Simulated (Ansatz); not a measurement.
**CH₂AlFO: small, medium and large basis sets**

Aim: see how fast density functionals converge with the basis set for CH₂AlFO.

Computed with Ansatz 0.2.0, Gaussian basis. Level: one geometry, several basis sets.

Levels to be run: PBE0-D4/def2-SVP; ωB97M-V/def2-SVP; PBE0-D4/def2-QZVPP; ωB97M-V/def2-QZVPP; the functionals' def2-TZVPP values are taken from earlier runs.

## Step 1: The relaxed structure

All runs share one geometry, relaxed beforehand with PBE0-D4 in a triple-zeta def2 set.

6 atoms, charge 0, spin multiplicity 1.

Atoms are counted from 1 here; the program's logs count them from 0.

Bond lengths: O1–C2 1.211 Å, C2–Al3 2.014 Å, C2–H5 1.117 Å, Al3–F4 1.650 Å, Al3–H6 1.572 Å. Angles: O1–C2–Al3 115.6°, O1–C2–H5 118.6°, Al3–C2–H5 125.9°, C2–Al3–F4 118.7°, C2–Al3–H6 121.3°, F4–Al3–H6 120.0°.

Coordinates:

```xyz
6

O    -0.1786    1.8925   -0.2766
C    -0.1465    0.7717   -0.7346
Al    0.1390   -0.7062    0.6033
F     0.1960   -2.2636    0.0626
H    -0.2741    0.6415   -1.8365
H     0.3063   -0.4000    2.1357
```

## Step 2: PBE0-D4 in def2-SVP

in.yaml

```yaml
crystal:
  periodic: [false, false, false]
  atoms:
    - {symbol: O, position_ang: [-0.178606, 1.892492, -0.276571]}
    - {symbol: C, position_ang: [-0.146478, 0.771723, -0.734561]}
    - {symbol: Al, position_ang: [0.139032, -0.706243, 0.603300]}
    - {symbol: F, position_ang: [0.196012, -2.263575, 0.062592]}
    - {symbol: H, position_ang: [-0.274057, 0.641474, -1.836460]}
    - {symbol: H, position_ang: [0.306297, -0.399971, 2.135702]}
basis:
  gaussian: {orbitals: def2-SVP}
hamiltonian: {xc: pbe0, dispersion: d4}
output: {orbitals: {seedname: orbitals}}
```

Started as:

```bash
$ ansatz run in.yaml --threads 2 --pin off --events-out ev --progress --plain --max-ram 4352MiB
```

After this run come: ωB97M-V in def2-SVP; PBE0-D4 in def2-QZVPP; ωB97M-V in def2-QZVPP.

**Question.** What will the summary of the whole plan be? Wanted: PBE0-D4: double and triple zeta above quadruple; ωB97M-V: double and triple zeta above quadruple.

**Answer**, as computed:

| quantity | value |
| --- | --- |
| PBE0-D4: double and triple zeta above quadruple | 10.01, 0.54 eV |
| ωB97M-V: double and triple zeta above quadruple | 10.15, 0.52 eV |

**Reading.** For PBE0-D4 the step from double to triple zeta gains 9.47 eV and the next only 0.54 eV. These are total energies; as a rule much of such shifts cancels in differences, which this series doesn't test.
